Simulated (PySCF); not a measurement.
# EuH4O2 (+3): ligand-field states

Aim: compute the ligand-field states of EuH4O2 (+3).

Programs: PySCF 2.14.0, with routines of our own; each step states its level. All values are computed. Atoms count from 0.

## Step 1: The system as given

7 atoms, charge 3, states of the metal's open shell are computed; geometry from: model geometry, bond lengths from ionic radii.

## Step 2: Ligand-field states: state-averaged CASSCF

The job: settings as JSON, then the geometry in Å.

```
{"job": {"kind": "lf", "basis": {"metal": "x2c-TZVPall", "ligand": "x2c-SVPall"}, "nevpt": false, "roots": {"7": 7, "5": 140, "3": 113, "1": 123}}, "charge": 3, "metal": "Eu", "open_shell": "f6"}
Eu     0.000000     0.000000     0.000000
O      0.000000     0.000000     2.107000
H      0.775000     0.000000     2.682000
H     -0.775000     0.000000     2.682000
O      0.000000     0.000000    -2.107000
H      0.775000     0.000000    -2.682000
H     -0.775000     0.000000    -2.682000
```

Method: state-averaged CASSCF of the metal f shell, state-interaction spin-orbit coupling.

Run with:

```sh
$ OMP_NUM_THREADS=1 python lf_run.py task.json out
```

One launch serves the whole session: the jobs run in the order shown.

Standard output:

```text
basis functions 152, electrons 80, active (6e, 7o)
stage 1: DIIS on the effective Fock matrix, level shift 0.30
cycle   1  E = -10985.7689094847  dE = -1.099e+04  max|g| = 4.427e+00
cycle   2  E = -10985.6423165124  dE =  1.266e-01  max|g| = 3.701e+00
cycle   3  E = -10988.6349953396  dE = -2.993e+00  max|g| = 2.754e+00
cycle   4  E = -10990.0336369993  dE = -1.399e+00  max|g| = 1.382e+00
cycle   5  E = -10990.7751477165  dE = -7.415e-01  max|g| = 9.953e-02
cycle   6  E = -10990.7874894729  dE = -1.234e-02  max|g| = 1.618e-01
cycle   7  E = -10990.7693422745  dE =  1.815e-02  max|g| = 2.782e-01
cycle   8  E = -10990.7427042251  dE =  2.664e-02  max|g| = 3.772e-01
cycle   9  E = -10990.7395867082  dE =  3.118e-03  max|g| = 3.964e-01
cycle  10  E = -10990.7246026068  dE =  1.498e-02  max|g| = 4.445e-01
cycle  11  E = -10990.6603761472  dE =  6.423e-02  max|g| = 5.854e-01
cycle  12  E = -10990.4888383920  dE =  1.715e-01  max|g| = 8.276e-01
cycle  13  E = -10989.9862449495  dE =  5.026e-01  max|g| = 1.129e+00
cycle  14  E = -10989.3980673779  dE =  5.882e-01  max|g| = 1.687e+00
cycle  15  E = -10988.8701388991  dE =  5.279e-01  max|g| = 2.004e+00
stage 2: quasi-Newton rotations from the point of smallest gradient
cycle  17  E = -10990.7974802984  dE = -2.233e-02  max|g| = 7.894e-02
cycle  18  E = -10990.8009264944  dE = -3.446e-03  max|g| = 2.198e-02
cycle  19  E = -10990.8012858859  dE = -3.594e-04  max|g| = 5.563e-03
cycle  20  E = -10990.8013087515  dE = -2.287e-05  max|g| = 2.779e-03
cycle  21  E = -10990.8013128505  dE = -4.099e-06  max|g| = 3.669e-04
cycle  22  E = -10990.8013129860  dE = -1.355e-07  max|g| = 8.099e-05
cycle  23  E = -10990.8013129958  dE = -9.817e-09  max|g| = 1.155e-05
cycle  24  E = -10990.8013129959  dE = -1.073e-10  max|g| = 3.191e-06
converged average energy = -10990.8013129959

 mult deg   label        CASSCF/cm-1   NEVPT2/cm-1
   7   1   7B1g                0.0
   7   1   7B2g             1243.8
   7   1   7B3g             1928.8
   7   1   7Ag              2435.5
   7   1   7B1g             2443.7
   7   1   7B2g             3274.3
   7   1   7B3g             3275.2
   5   1   5B3g            25451.8
   5   1   5Ag             25467.9
   5   1   5B2g            25509.3
   5   1   5B1g            26005.0
   5   1   5Ag             26009.0
   5   1   5B3g            28497.0
   5   1   5B2g            28497.0
   5   1   5B1g            28499.3
   5   1   5Ag             28499.3
   5   1   5B1g            28746.6
   5   1   5Ag             28746.6
   5   1   5B3g            28842.0
   5   1   5B2g            28843.7
   5   1   5B3g            29178.2
   5   1   5B2g            29178.2
   5   1   5Ag             29253.6
   5   1   5B1g            29323.3
   5   1   5B1g            29440.7
   5   1   5Ag             29440.7
   5   1   5B2g            29646.0
   5   1   5Ag             29725.4
   5   1   5B3g            29755.5
   5   1   5B3g            29956.1
   5   1   5B2g            29993.5
   5   1   5Ag             30184.0
   5   1   5B1g            30233.9
   5   1   5Ag             30300.5
   5   1   5B3g            30940.6
   5   1   5B2g            30941.6
   5   1   5B1g            30979.4
   5   1   5Ag             30979.4
   5   1   5B1g            33999.6
   5   1   5B2g            34224.2
   5   1   5B3g            34443.2
   5   1   5B2g            34706.2
   5   1   5B3g            34706.3
   5   1   5Ag             34908.7
   5   1   5B1g            34912.3
   5   1   5Ag             35057.7
   5   1   5B1g            35058.3
   5   1   5B2g            35254.5
   5   1   5B3g            35254.8
   5   1   5B1g            38494.9
   5   1   5Ag             38494.9
   5   1   5B2g            39285.9
   5   1   5B1g            39286.4
   5   1   5B3g            39413.9
   5   1   5B2g            39479.1
   5   1   5B3g            39482.3
   5   1   5Ag             39573.3
   5   1   5B1g            39574.9
   5   1   5Ag             39594.5
   5   1   5B1g            39612.8

spin-orbit levels / cm-1
      0.00  x1  7B1g 0.50 7B2g 0.26 7B3g 0.11
    102.00  x1  7B1g 0.52 7B2g 0.31 7B3g 0.06
    289.18  x1  7B1g 0.54 7B3g 0.21 7B2g 0.13
    692.29  x1  7B1g 0.60 7B2g 0.22 7B3g 0.11
    736.43  x1  7B1g 0.61 7B3g 0.18 7B2g 0.14
   1522.42  x1  7B1g 0.72 7B2g 0.16 7B3g 0.05
   1534.27  x1  7B1g 0.75 7B2g 0.12 7B3g 0.07
   1734.92  x1  7Ag 0.21 7B1g 0.21 7B2g 0.14
   2025.11  x1  7B2g 0.27 7B1g 0.24 7Ag 0.21
   2113.25  x1  7B3g 0.28 7Ag 0.25 7B1g 0.23
   2263.34  x1  7B2g 0.26 7B3g 0.26 7B1g 0.15
   2632.96  x1  7B2g 0.43 7Ag 0.26 7B3g 0.16
   2671.91  x1  7B2g 0.38 7B1g 0.28 7B3g 0.19
   2731.87  x1  7B1g 0.29 7Ag 0.27 7B1g 0.20
   2794.13  x1  7Ag 0.29 7B1g 0.26 7B1g 0.19
   3133.62  x1  7B2g 0.30 7B3g 0.29 7B3g 0.20
   3375.78  x1  7B2g 0.22 7B1g 0.22 7B1g 0.17
   3379.36  x1  7Ag 0.21 7B2g 0.21 7B1g 0.17
   3415.64  x1  7B2g 0.43 7B1g 0.19 7B1g 0.16
   3431.68  x1  7B2g 0.48 7B1g 0.19 7Ag 0.15
   3691.29  x1  7B1g 0.22 7B2g 0.18 7B3g 0.17
   3770.29  x1  7B2g 0.29 7B2g 0.19 7B3g 0.17
   3841.98  x1  7B3g 0.58 7Ag 0.15 7B1g 0.11
   3847.85  x1  7B3g 0.56 7Ag 0.19 7B3g 0.08
   3988.39  x1  7B3g 0.31 7B3g 0.21 7B2g 0.19
   4407.92  x1  7B2g 0.23 7B1g 0.16 7B1g 0.16
   4466.33  x1  7B2g 0.33 7B1g 0.18 7Ag 0.14
   4478.47  x1  7B2g 0.30 7B3g 0.21 7B2g 0.17
   4536.94  x1  7B2g 0.25 7B2g 0.25 7B3g 0.20
   4878.10  x1  7B3g 0.33 7Ag 0.22 7B1g 0.16
```

It took 38 s on 1 thread of Arm Neoverse V2, shared host; peak memory 0.69 GiB.

Warnings kept with the result: spin Hamiltonian not valid, low-lying orbital states.

In short:

| quantity | value |
| --- | --- |
| spin-orbit constant ζ | 1375 cm⁻¹ |

Powder susceptibility:

| T (K) | χT (cm³ K/mol) | μ(eff) |
| --- | --- | --- |
| 2 | 0.037 | 0.54 |
| 5 | 0.092 | 0.86 |
| 10 | 0.185 | 1.22 |
| 20 | 0.369 | 1.72 |
| 30 | 0.548 | 2.09 |
| 50 | 0.855 | 2.61 |
| 75 | 1.126 | 3.00 |
| 100 | 1.312 | 3.24 |
| 150 | 1.548 | 3.52 |
| 200 | 1.698 | 3.69 |
| 250 | 1.811 | 3.81 |
| 300 | 1.905 | 3.90 |

Orbitals, density, ELF and potential are computed afterwards from the orbital file.

The spin density lies nearest to Eu0 100 %.

## Step 3: Ligand-field states: state-averaged CASSCF (soc bare)

The job: settings as JSON, then the geometry in Å.

```
{"job": {"kind": "lf", "basis": {"metal": "x2c-TZVPall", "ligand": "x2c-SVPall"}, "nevpt": false, "roots": {"7": 7, "5": 140, "3": 113, "1": 123}, "soc": "bare"}, "charge": 3, "metal": "Eu", "open_shell": "f6"}
Eu     0.000000     0.000000     0.000000
O      0.000000     0.000000     2.107000
H      0.775000     0.000000     2.682000
H     -0.775000     0.000000     2.682000
O      0.000000     0.000000    -2.107000
H      0.775000     0.000000    -2.682000
H     -0.775000     0.000000    -2.682000
```

With the program's defaults for keys left out, this is: state-averaged CASSCF of the metal f shell, state-interaction spin-orbit coupling.

Standard output:

```text
basis functions 152, electrons 80, active (6e, 7o)
stage 1: DIIS on the effective Fock matrix, level shift 0.30
cycle   1  E = -10985.7689094847  dE = -1.099e+04  max|g| = 4.427e+00
cycle   2  E = -10985.6423165124  dE =  1.266e-01  max|g| = 3.701e+00
cycle   3  E = -10988.6349953396  dE = -2.993e+00  max|g| = 2.754e+00
cycle   4  E = -10990.0336369993  dE = -1.399e+00  max|g| = 1.382e+00
cycle   5  E = -10990.7751477165  dE = -7.415e-01  max|g| = 9.953e-02
cycle   6  E = -10990.7874894729  dE = -1.234e-02  max|g| = 1.618e-01
cycle   7  E = -10990.7693422745  dE =  1.815e-02  max|g| = 2.782e-01
cycle   8  E = -10990.7427042251  dE =  2.664e-02  max|g| = 3.772e-01
cycle   9  E = -10990.7395867082  dE =  3.118e-03  max|g| = 3.964e-01
cycle  10  E = -10990.7246026068  dE =  1.498e-02  max|g| = 4.445e-01
cycle  11  E = -10990.6603761472  dE =  6.423e-02  max|g| = 5.854e-01
cycle  12  E = -10990.4888383920  dE =  1.715e-01  max|g| = 8.276e-01
cycle  13  E = -10989.9862449495  dE =  5.026e-01  max|g| = 1.129e+00
cycle  14  E = -10989.3980673779  dE =  5.882e-01  max|g| = 1.687e+00
cycle  15  E = -10988.8701388991  dE =  5.279e-01  max|g| = 2.004e+00
stage 2: quasi-Newton rotations from the point of smallest gradient
cycle  17  E = -10990.7974802984  dE = -2.233e-02  max|g| = 7.894e-02
cycle  18  E = -10990.8009264944  dE = -3.446e-03  max|g| = 2.198e-02
cycle  19  E = -10990.8012858859  dE = -3.594e-04  max|g| = 5.563e-03
cycle  20  E = -10990.8013087515  dE = -2.287e-05  max|g| = 2.779e-03
cycle  21  E = -10990.8013128505  dE = -4.099e-06  max|g| = 3.669e-04
cycle  22  E = -10990.8013129860  dE = -1.355e-07  max|g| = 8.099e-05
cycle  23  E = -10990.8013129958  dE = -9.817e-09  max|g| = 1.155e-05
cycle  24  E = -10990.8013129959  dE = -1.073e-10  max|g| = 3.191e-06
converged average energy = -10990.8013129959

 mult deg   label        CASSCF/cm-1   NEVPT2/cm-1
   7   1   7B1g                0.0
   7   1   7B2g             1243.8
   7   1   7B3g             1928.8
   7   1   7Ag              2435.5
   7   1   7B1g             2443.7
   7   1   7B2g             3274.3
   7   1   7B3g             3275.2
   5   1   5B3g            25451.8
   5   1   5Ag             25467.9
   5   1   5B2g            25509.3
   5   1   5B1g            26005.0
   5   1   5Ag             26009.0
   5   1   5B3g            28497.0
   5   1   5B2g            28497.0
   5   1   5B1g            28499.3
   5   1   5Ag             28499.3
   5   1   5B1g            28746.6
   5   1   5Ag             28746.6
   5   1   5B3g            28842.0
   5   1   5B2g            28843.7
   5   1   5B3g            29178.2
   5   1   5B2g            29178.2
   5   1   5Ag             29253.6
   5   1   5B1g            29323.3
   5   1   5B1g            29440.7
   5   1   5Ag             29440.7
   5   1   5B2g            29646.0
   5   1   5Ag             29725.4
   5   1   5B3g            29755.5
   5   1   5B3g            29956.1
   5   1   5B2g            29993.5
   5   1   5Ag             30184.0
   5   1   5B1g            30233.9
   5   1   5Ag             30300.5
   5   1   5B3g            30940.6
   5   1   5B2g            30941.6
   5   1   5B1g            30979.4
   5   1   5Ag             30979.4
   5   1   5B1g            33999.6
   5   1   5B2g            34224.2
   5   1   5B3g            34443.2
   5   1   5B2g            34706.2
   5   1   5B3g            34706.3
   5   1   5Ag             34908.7
   5   1   5B1g            34912.3
   5   1   5Ag             35057.7
   5   1   5B1g            35058.3
   5   1   5B2g            35254.5
   5   1   5B3g            35254.8
   5   1   5B1g            38494.9
   5   1   5Ag             38494.9
   5   1   5B2g            39285.9
   5   1   5B1g            39286.4
   5   1   5B3g            39413.9
   5   1   5B2g            39479.1
   5   1   5B3g            39482.3
   5   1   5Ag             39573.3
   5   1   5B1g            39574.9
   5   1   5Ag             39594.5
   5   1   5B1g            39612.8

spin-orbit levels / cm-1
      0.00  x1  7B1g 0.23 7B2g 0.17 7B3g 0.12
   1005.06  x1  7B1g 0.32 7B2g 0.29 7B3g 0.08
   1234.76  x1  7B1g 0.30 7B3g 0.24 7B2g 0.10
   2418.50  x1  7B2g 0.20 7B3g 0.20 7Ag 0.15
   2981.82  x1  7B1g 0.40 7B2g 0.20 7B3g 0.18
   2992.66  x1  7B1g 0.39 7B3g 0.19 7B2g 0.17
   4012.62  x1  7B2g 0.28 7B3g 0.28 7B1g 0.19
   4078.12  x1  7Ag 0.24 7B1g 0.21 7B2g 0.20
   4081.51  x1  7B1g 0.23 7Ag 0.21 7B3g 0.14
   5195.38  x1  7B1g 0.50 7B3g 0.16 7B2g 0.13
   5197.23  x1  7B1g 0.49 7B3g 0.16 7B2g 0.13
   5900.13  x1  7Ag 0.29 7B2g 0.24 7B3g 0.12
   5915.41  x1  7B1g 0.30 7B2g 0.20 7B3g 0.14
   5945.77  x1  7B1g 0.23 7B1g 0.22 7Ag 0.21
   5945.81  x1  7Ag 0.20 7B1g 0.19 7B1g 0.19
   6262.51  x1  7B2g 0.20 7B3g 0.19 7B3g 0.19
   7620.88  x1  7B1g 0.32 7B2g 0.21 7Ag 0.18
   7625.40  x1  7B1g 0.32 7B3g 0.22 7B1g 0.18
   7842.16  x1  7B2g 0.28 7B1g 0.19 7Ag 0.19
   7907.98  x1  7B2g 0.45 7B3g 0.17 7B1g 0.10
   7967.73  x1  7B1g 0.28 7B2g 0.19 7B1g 0.15
   8017.77  x1  7B2g 0.29 7B1g 0.16 7B2g 0.13
   8185.26  x1  7B3g 0.26 7B3g 0.17 7B2g 0.16
   8231.05  x1  7B3g 0.43 7Ag 0.17 7B2g 0.13
   8231.80  x1  7B3g 0.43 7Ag 0.19 7B3g 0.13
   9551.58  x1  7B2g 0.27 7B1g 0.24 7B3g 0.16
   9606.18  x1  7B2g 0.34 7B1g 0.19 7B1g 0.13
   9611.28  x1  7B1g 0.26 7B2g 0.19 7B2g 0.17
   9708.85  x1  7B2g 0.34 7B1g 0.18 7B2g 0.14
  10038.06  x1  7B3g 0.38 7B3g 0.36 7B1g 0.10
```

Wall time 30 s (1 thread of Arm Neoverse V2, shared host); peak memory 0.69 GiB.

Warnings kept with the result: spin Hamiltonian not valid, low-lying orbital states.

In short:

| quantity | value |
| --- | --- |
| spin-orbit constant ζ | 2739 cm⁻¹ |

Powder susceptibility:

| T (K) | χT (cm³ K/mol) | μ(eff) |
| --- | --- | --- |
| 2 | 0.003 | 0.16 |
| 20 | 0.033 | 0.51 |
| 100 | 0.162 | 1.14 |
| 300 | 0.485 | 1.97 |

## Step 4: Ligand-field states: state-averaged CASSCF (shift 0.1)

The job: settings as JSON, then the geometry in Å.

```
{"job": {"kind": "lf", "basis": {"metal": "x2c-TZVPall", "ligand": "x2c-SVPall"}, "nevpt": false, "roots": {"7": 7, "5": 140, "3": 113, "1": 123}, "shift": 0.1}, "charge": 3, "metal": "Eu", "open_shell": "f6"}
Eu     0.000000     0.000000     0.000000
O      0.000000     0.000000     2.107000
H      0.775000     0.000000     2.682000
H     -0.775000     0.000000     2.682000
O      0.000000     0.000000    -2.107000
H      0.775000     0.000000    -2.682000
H     -0.775000     0.000000    -2.682000
```

Method: state-averaged CASSCF of the metal f shell, state-interaction spin-orbit coupling.

Standard output:

```text
basis functions 152, electrons 80, active (6e, 7o)
stage 1: DIIS on the effective Fock matrix, level shift 0.10
cycle   1  E = -10985.7689094847  dE = -1.099e+04  max|g| = 4.427e+00
cycle   2  E = -10984.2953273303  dE =  1.474e+00  max|g| = 4.182e+00
cycle   3  E = -10987.4590274858  dE = -3.164e+00  max|g| = 3.318e+00
cycle   4  E = -10990.4719697579  dE = -3.013e+00  max|g| = 7.566e-01
cycle   5  E = -10988.9095020621  dE =  1.562e+00  max|g| = 1.790e+00
cycle   6  E = -10989.6139221232  dE = -7.044e-01  max|g| = 1.424e+00
cycle   7  E = -10989.5043625720  dE =  1.096e-01  max|g| = 1.636e+00
cycle   8  E = -10989.6747025030  dE = -1.703e-01  max|g| = 1.498e+00
cycle   9  E = -10989.2740504992  dE =  4.007e-01  max|g| = 1.766e+00
cycle  10  E = -10989.1481233249  dE =  1.259e-01  max|g| = 1.744e+00
cycle  11  E = -10989.3225885361  dE = -1.745e-01  max|g| = 1.571e+00
cycle  12  E = -10989.1941526701  dE =  1.284e-01  max|g| = 1.610e+00
cycle  13  E = -10989.2718690523  dE = -7.772e-02  max|g| = 1.615e+00
cycle  14  E = -10989.2784461830  dE = -6.577e-03  max|g| = 1.631e+00
cycle  15  E = -10988.9205273675  dE =  3.579e-01  max|g| = 1.305e+00
stage 2: quasi-Newton rotations from the point of smallest gradient
cycle  17  E = -10990.7184104495  dE = -2.464e-01  max|g| = 3.889e-01
cycle  18  E = -10990.7903896546  dE = -7.198e-02  max|g| = 1.840e-01
cycle  19  E = -10990.8007139296  dE = -1.032e-02  max|g| = 2.486e-02
cycle  20  E = -10990.8012188380  dE = -5.049e-04  max|g| = 1.312e-02
cycle  21  E = -10990.8013033120  dE = -8.447e-05  max|g| = 6.940e-03
cycle  22  E = -10990.8013125524  dE = -9.240e-06  max|g| = 9.131e-04
cycle  23  E = -10990.8013129229  dE = -3.704e-07  max|g| = 6.065e-04
cycle  24  E = -10990.8013129839  dE = -6.109e-08  max|g| = 1.543e-04
cycle  25  E = -10990.8013129940  dE = -1.005e-08  max|g| = 8.448e-05
cycle  26  E = -10990.8013129956  dE = -1.644e-09  max|g| = 4.654e-05
cycle  27  E = -10990.8013129959  dE = -2.638e-10  max|g| = 8.634e-06
converged average energy = -10990.8013129959

 mult deg   label        CASSCF/cm-1   NEVPT2/cm-1
   7   1   7B1g                0.0
   7   1   7B2g             1243.9
   7   1   7B3g             1928.9
   7   1   7Ag              2435.5
   7   1   7B1g             2443.7
   7   1   7B2g             3274.3
   7   1   7B3g             3275.3
   5   1   5B3g            25451.8
   5   1   5Ag             25467.9
   5   1   5B2g            25509.3
   5   1   5B1g            26005.1
   5   1   5Ag             26009.1
   5   1   5B3g            28497.0
   5   1   5B2g            28497.1
   5   1   5B1g            28499.3
   5   1   5Ag             28499.3
   5   1   5B1g            28746.6
   5   1   5Ag             28746.6
   5   1   5B3g            28842.0
   5   1   5B2g            28843.7
   5   1   5B3g            29178.3
   5   1   5B2g            29178.3
   5   1   5Ag             29253.6
   5   1   5B1g            29323.3
   5   1   5B1g            29440.8
   5   1   5Ag             29440.8
   5   1   5B2g            29646.0
   5   1   5Ag             29725.5
   5   1   5B3g            29755.5
   5   1   5B3g            29956.1
   5   1   5B2g            29993.6
   5   1   5Ag             30184.0
   5   1   5B1g            30234.0
   5   1   5Ag             30300.6
   5   1   5B3g            30940.6
   5   1   5B2g            30941.7
   5   1   5B1g            30979.5
   5   1   5Ag             30979.5
   5   1   5B1g            33999.6
   5   1   5B2g            34224.2
   5   1   5B3g            34443.2
   5   1   5B2g            34706.3
   5   1   5B3g            34706.3
   5   1   5Ag             34908.7
   5   1   5B1g            34912.4
   5   1   5Ag             35057.7
   5   1   5B1g            35058.4
   5   1   5B2g            35254.5
   5   1   5B3g            35254.8
   5   1   5B1g            38494.9
   5   1   5Ag             38494.9
   5   1   5B2g            39285.9
   5   1   5B1g            39286.5
   5   1   5B3g            39413.9
   5   1   5B2g            39479.1
   5   1   5B3g            39482.3
   5   1   5Ag             39573.3
   5   1   5B1g            39574.9
   5   1   5Ag             39594.5
   5   1   5B1g            39612.8

spin-orbit levels / cm-1
      0.00  x1  7B1g 0.50 7B2g 0.26 7B3g 0.11
    102.00  x1  7B1g 0.52 7B2g 0.31 7B3g 0.06
    289.17  x1  7B1g 0.54 7B3g 0.21 7B2g 0.13
    692.29  x1  7B1g 0.60 7B2g 0.22 7B3g 0.11
    736.43  x1  7B1g 0.61 7B3g 0.18 7B2g 0.14
   1522.40  x1  7B1g 0.72 7B2g 0.16 7B3g 0.05
   1534.25  x1  7B1g 0.75 7B2g 0.12 7B3g 0.07
   1734.93  x1  7Ag 0.21 7B1g 0.21 7B2g 0.14
   2025.13  x1  7B2g 0.27 7B1g 0.24 7Ag 0.21
   2113.26  x1  7B3g 0.28 7Ag 0.25 7B1g 0.23
   2263.34  x1  7B2g 0.26 7B3g 0.26 7B1g 0.15
   2632.98  x1  7B2g 0.43 7Ag 0.26 7B3g 0.16
   2671.93  x1  7B2g 0.38 7B1g 0.28 7B3g 0.19
   2731.87  x1  7B1g 0.29 7Ag 0.27 7B1g 0.20
   2794.13  x1  7Ag 0.29 7B1g 0.26 7B1g 0.19
   3133.64  x1  7B2g 0.30 7B3g 0.29 7B3g 0.20
   3375.78  x1  7B2g 0.22 7B1g 0.22 7B1g 0.17
   3379.37  x1  7Ag 0.21 7B2g 0.21 7B1g 0.17
   3415.65  x1  7B2g 0.43 7B1g 0.19 7B1g 0.16
   3431.69  x1  7B2g 0.48 7B1g 0.19 7Ag 0.15
   3691.30  x1  7B1g 0.22 7B2g 0.18 7B3g 0.17
   3770.31  x1  7B2g 0.29 7B2g 0.19 7B3g 0.17
   3842.00  x1  7B3g 0.58 7Ag 0.15 7B1g 0.11
   3847.87  x1  7B3g 0.56 7Ag 0.19 7B3g 0.08
   3988.41  x1  7B3g 0.31 7B3g 0.21 7B2g 0.19
   4407.93  x1  7B2g 0.23 7B1g 0.16 7B1g 0.16
   4466.34  x1  7B2g 0.33 7B1g 0.18 7Ag 0.14
   4478.48  x1  7B2g 0.30 7B3g 0.21 7B2g 0.17
   4536.95  x1  7B2g 0.25 7B2g 0.25 7B3g 0.20
   4878.11  x1  7B3g 0.33 7Ag 0.22 7B1g 0.16
```

It took 30 s on 1 thread of Arm Neoverse V2, shared host; peak memory 0.69 GiB.

Warnings kept with the result: spin Hamiltonian not valid, low-lying orbital states.

From this job:

| quantity | value |
| --- | --- |
| spin-orbit constant ζ | 1375 cm⁻¹ |

Powder susceptibility:

| T (K) | χT (cm³ K/mol) | μ(eff) |
| --- | --- | --- |
| 2 | 0.037 | 0.54 |
| 20 | 0.369 | 1.72 |
| 100 | 1.312 | 3.24 |
| 300 | 1.905 | 3.90 |

## Step 5: The runs side by side

From the CASSCF states (cm⁻¹; the spread is that of the fitted one-electron ligand-field levels):

| step | setting | ground state | next state | orbital spread | ζ | μ(eff), 300 K |
| --- | --- | --- | --- | --- | --- | --- |
| 2 | as given | 7B1g | 7B2g at 1244 | 3404 | 1375 | 3.90 |
| 3 | soc bare | 7B1g | 7B2g at 1244 | 3404 | 2739 | 1.97 |
| 4 | shift 0.1 | 7B1g | 7B2g at 1244 | 3404 | 1375 | 3.90 |

## Step 6: What came out

```
                                                         quantity       value
            spin-orbit constant ζ (step 2, state-averaged CASSCF)   1375 cm⁻¹
ground multiplicity, μ(eff) at 300 K (step 2, 2 donors at 2.11 Å)  7, 3.90 μB
ground multiplicity, μ(eff) at 300 K (step 3, 2 donors at 2.11 Å)  7, 1.97 μB
ground multiplicity, μ(eff) at 300 K (step 4, 2 donors at 2.11 Å)  7, 3.90 μB
```

**Reading.** In step 2, χT goes from 0.04 at 2 K to 1.90 cm³ K/mol at 300 K, as higher levels fill or mix in. The bare spin-orbit operator lacks the screening by other electrons, so its ζ comes out too large.
